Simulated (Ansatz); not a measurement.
**CH₅GeNO₂: up Jacob's ladder to CCSD(T)**

How much do the methods differ for CH₅GeNO₂? The plan is to run it at one geometry with functionals of several rungs and with coupled cluster. The yardstick is the atomisation energy at the CCSD(T) limit.

The runs use Ansatz 0.2.0, Gaussian basis; functionals in def2-TZVPP, the program's frozen cores in correlated methods.

Plan: PBE-D4, r2SCAN-D4, PBE0-D4, B3LYP-D4, ωB97X-V, ωB97M-V, B2PLYP; CCSD(T)/def2-TZVPP; MP2/def2-QZVPP; extrapolation to the limit.

## (1) The relaxed structure

The geometry comes from an earlier relaxation with PBE0-D4 in a triple-zeta def2 set; it is a stationary point, not always the lowest conformer.

SMILES `N[C](=O)[GeH2][OH]`, 10 atoms, charge 0, spin multiplicity 1.

Atoms are counted from 1 here; the program's logs count them from 0.

Bond lengths: N1–C2 1.347 Å, N1–H6 1.004 Å, N1–H7 1.009 Å, C2–O3 1.217 Å, C2–Ge4 2.006 Å, Ge4–O5 1.767 Å, Ge4–H8 1.540 Å, Ge4–H9 1.540 Å, O5–H10 0.968 Å. Angles: C2–N1–H6 121.8°, C2–N1–H7 119.2°, H6–N1–H7 119.0°, N1–C2–O3 123.1°, N1–C2–Ge4 121.2°, O3–C2–Ge4 115.7°, C2–Ge4–O5 100.0°, C2–Ge4–H8 112.6°, C2–Ge4–H9 112.7°, O5–Ge4–H8 110.4°, O5–Ge4–H9 110.4°, H8–Ge4–H9 110.4°, Ge4–O5–H10 106.3°.

## (2) PBE-D4 (GGA)

in.yaml

```yaml
crystal:
  periodic: [false, false, false]
  atoms:
    - {symbol: N, position_ang: [1.815762, -0.127962, 0.297055]}
    - {symbol: C, position_ang: [0.670446, -0.071972, -0.408940]}
    - {symbol: O, position_ang: [0.636463, -0.120125, -1.624427]}
    - {symbol: Ge, position_ang: [-1.106993, 0.098606, 0.506104]}
    - {symbol: O, position_ang: [-2.175352, 0.123399, -0.901678]}
    - {symbol: H, position_ang: [1.821996, -0.086122, 1.299707]}
    - {symbol: H, position_ang: [2.693137, -0.213682, -0.193746]}
    - {symbol: H, position_ang: [-1.429622, -1.110081, 1.403381]}
    - {symbol: H, position_ang: [-1.239996, 1.408765, 1.303529]}
    - {symbol: H, position_ang: [-1.602641, 0.047873, -1.678184]}
basis:
  gaussian: {orbitals: def2-TZVPP}
hamiltonian: {xc: pbe, dispersion: d4}
output: {forces: true, orbitals: {seedname: orbitals}}
```

The run is started by

```sh
> ansatz run in.yaml --threads 4 --pin off --events-out ev --progress --plain --max-ram 10444MiB
```

The runs that follow: r2SCAN-D4 (meta-GGA); PBE0-D4 (hybrid); B3LYP-D4 (hybrid); ωB97X-V (range-separated); ωB97M-V (range-separated); B2PLYP (double hybrid); CCSD(T) in def2-TZVPP; MP2 in def2-QZVPP.

**Question.** What will the summary of the whole plan be? Wanted: atomisation energy, CCSD(T)/CBS; farthest; mean size of error, hybrid; mean size of error, range-separated; gap, smallest and largest; T1 diagnostic; triples share of the correlation energy.

The runs gave:

```
                               quantity                                           value
        atomisation energy, CCSD(T)/CBS                                   3648.1 kJ/mol
 functionals within 36.5 kJ/mol (1.0 %)  r2SCAN-D4, PBE0-D4, B3LYP-D4, ωB97X-V, ωB97M-V
                               farthest                          PBE-D4 (+109.6 kJ/mol)
             mean size of error, hybrid                                     13.0 kJ/mol
    mean size of error, range-separated                                      7.9 kJ/mol
              gap, smallest and largest            4.72 eV (PBE-D4), 11.80 eV (ωB97X-V)
                          T1 diagnostic                                          0.0147
triples share of the correlation energy                                           3.9 %
```

PBE-D4 is off by +109.6 kJ/mol. Double hybrids carry the basis error of their MP2 part in triple zeta, and no dispersion term here, so their miss is partly the set-up's. Misses under about 36.5 kJ/mol are within the doubt on the reference itself, which lacks core-valence correlation, relativity and higher excitations, and its outer-core shells are covered unevenly. Hartree-Fock recovers 66 % of the binding; the rest is correlation. The gap grows from 4.7 to 11.8 eV across the functionals, mostly with the share of exact exchange. Correlated methods include outer-core shells of Ge, which these sets cover unevenly.
